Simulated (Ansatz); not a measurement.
# ScIn: the crystal squeezed far

One table from this session's results is given with a row withheld; the runs are named, their logs left out.

Computed with Ansatz 0.2.0 (DFT PBEsol, with the methods named in each step, unless a step's input says otherwise).

### The system as given

The structure is tetragonal, space group P4/mmm (No. 123). The conventional cell has a = 3.222 Å, b = 3.222 Å, c = 4.307 Å, α = 90.00°, β = 90.00°, γ = 90.00°. Around Sc (site symmetry 4/mmm) lie 8 In at 3.13 Å and 4 Sc at 3.22 Å. In (site symmetry 4/mmm) has 8 Sc at 3.13 Å and 4 In at 3.22 Å as nearest neighbours.

Coordinates:

```cif
data_structure
_symmetry_space_group_name_H-M 'P4/mmm'
_symmetry_Int_Tables_number 123
_cell_length_a 3.2216
_cell_length_b 3.2216
_cell_length_c 4.3075
_cell_angle_alpha 90.000
_cell_angle_beta 90.000
_cell_angle_gamma 90.000
_cell_volume 44.71
loop_
_atom_site_label
_atom_site_type_symbol
_atom_site_symmetry_multiplicity
_atom_site_Wyckoff_symbol
_atom_site_fract_x
_atom_site_fract_y
_atom_site_fract_z
_atom_site_occupancy
Sc1 Sc 1 a 0.00000 0.00000 0.00000 1
In1 In 1 d 0.50000 0.50000 0.50000 1
```

The file gives the conventional cell by its symmetry; the runs use the cell typed in the input.

Whether this phase is the stable one at these pressures isn't tested.

Atoms are numbered in the order of the input: Sc1, In2.

Set-up of the first run:

input.yaml reads:

```yaml
crystal:
  lattice:
    - [3.221632071, 0.0, 0.0]
    - [0.0, 3.221632071, 0.0]
    - [0.0, 0.0, 4.307471119]
  atoms:
    - { symbol: Sc, position: [0.0, 0.0, 0.0], spin: 1.0 }
    - { symbol: In, position: [0.5, 0.5, 0.5] }
magnetization:
  spin_polarized: true
kpoints:
  mp_grid: { grid: [11, 11, 8] }
  band_path:
    path:
      - [0.0, 0.0, 0.0]
      - [0.0, 0.5, 0.0]
      - [0.5, 0.5, 0.0]
      - [0.0, 0.0, 0.0]
      - [0.0, 0.0, 0.5]
      - [0.0, 0.5, 0.5]
      - [0.5, 0.5, 0.5]
      - [0.0, 0.0, 0.5]
      - [0.0, 0.5, 0.0]
    npoints: 14
scf:
  occupations: { method: fermi_dirac, width: 0.05 }
hamiltonian:
  xc: pbesol
  pseudopotentials: { kind: all_electron, lapw: { basis_error: 0.001 } }
output:
  forces: true
  stress: true
  eigenvalues: true
  populations: true
```

On the command line:

```
$ ansatz run input.yaml --threads 1 --pin off --max-ram 2048MiB --backend cpu --events-out ev --progress --plain --runs-dir out
```

Steps of the session up to this table: The reference volume, LAPW; Volume scaled by 1, crystal datasets; Volume scaled by 0.7, LAPW; Volume scaled by 0.6, LAPW; Volume scaled by 0.55, LAPW; Volume scaled by 0.55, crystal datasets.

One of the session's tables, all rows but one given; the rest of the session is left out.

| method | volume over the first | volume (Å³/atom) | pressure (GPa) | moment Sc1 (μB) |
| --- | --- | --- | --- | --- |
| LAPW | 1 | 22.353 | -2.44 | 0.25 |
| LAPW | 0.7 | 15.647 | 47.18 | 0.00 |
| LAPW | 0.6 | 13.412 | 96.42 | 0.00 |
| LAPW | 0.55 | 12.294 | 136.25 | 0.02 |
| PAW | 1 | ? | ? | ? |
| PAW | 0.7 | 15.647 | 47.16 | 0.00 |
| PAW | 0.6 | 13.412 | 96.42 | 0.00 |
| PAW | 0.55 | 12.294 | 136.28 | 0.01 |
| crystal datasets | 1 | 22.353 | -2.44 | 0.22 |
| crystal datasets | 0.55 | 12.294 | 136.25 | 0.02 |

Estimate the missing values for PAW, 1.

As computed: volume (Å³/atom): 22.353; pressure (GPa): -2.45; moment Sc1 (μB): 0.22.

Limits of these values: Warnings in the runs' records: seeded moment not kept, gradients without spin orbit, crystal datasets made.
